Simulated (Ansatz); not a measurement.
This script drives the Python package of Ansatz (0.2.0).

Script `bh3se_cas.py`:
```python
"""Static correlation in BH3Se: natural occupations of an active space."""

import ansatz as az

GEOMETRY = """
B    -0.14990   -0.64590    0.18560
Se    0.89000    1.06180    0.45450
H    -1.31540   -0.67940    0.62130
H     0.31630   -1.48520   -0.46220
H     0.30890    1.67520   -0.84070
"""

geometry = az.Crystal.molecule()
for line in GEOMETRY.strip().splitlines():
    symbol, *xyz = line.split()
    geometry = geometry.atom(symbol, [float(v) for v in xyz])

model = (
    geometry.calculation()
    .basis(gaussian="def2-SVP")  # atom-centred Gaussian functions
    .scf(lower_state_search="light")
    .correlation(active_electrons=6, active_orbitals=7)
)
for method in [None, "sc_nevpt2"]:
    rep = (model if method is None else model.correlation(method)).run(threads=1).report
    space = rep["configurations"]
    state = space["states"][0]
    print(method or "casscf", f"total {rep['free_energy_ev'] / 27.211386246:.6f} Ha, active-space state {state['energy']['hartree']:.6f} Ha, mean field {rep['reference_energy_ev'] / 27.211386246:.6f} Ha")
    print("  determinants", state["n_determinants"], " natural occupations", [round(n, 3) for n in space["natural_occupations"]])
```

It is started by `python bh3se_cas.py`. Estimate its wall time and peak memory on 1 thread of Arm Neoverse V2 (shared host).

It took about 19 s, with a peak of 0.21 GiB, for 2 runs of the engine.

Output of `python bh3se_cas.py`:
```text
casscf total -2425.991471 Ha, active-space state -2425.991471 Ha, mean field -2425.931155 Ha
  determinants 1225  natural occupations [1.979, 1.968, 1.96, 0.04, 0.024, 0.016, 0.014]
sc_nevpt2 total -2426.258217 Ha, active-space state -2425.991408 Ha, mean field -2425.931155 Ha
  determinants 1225  natural occupations [1.979, 1.968, 1.96, 0.04, 0.024, 0.016, 0.014]
```

These settings explore the input space; basis and method may be short of convergence. The geometry is a force-field or estimated start, not a minimum of this method, and the basis set is short of its limit. The active space starts as a window about the frontier orbitals and is then optimised, not chosen by chemistry.
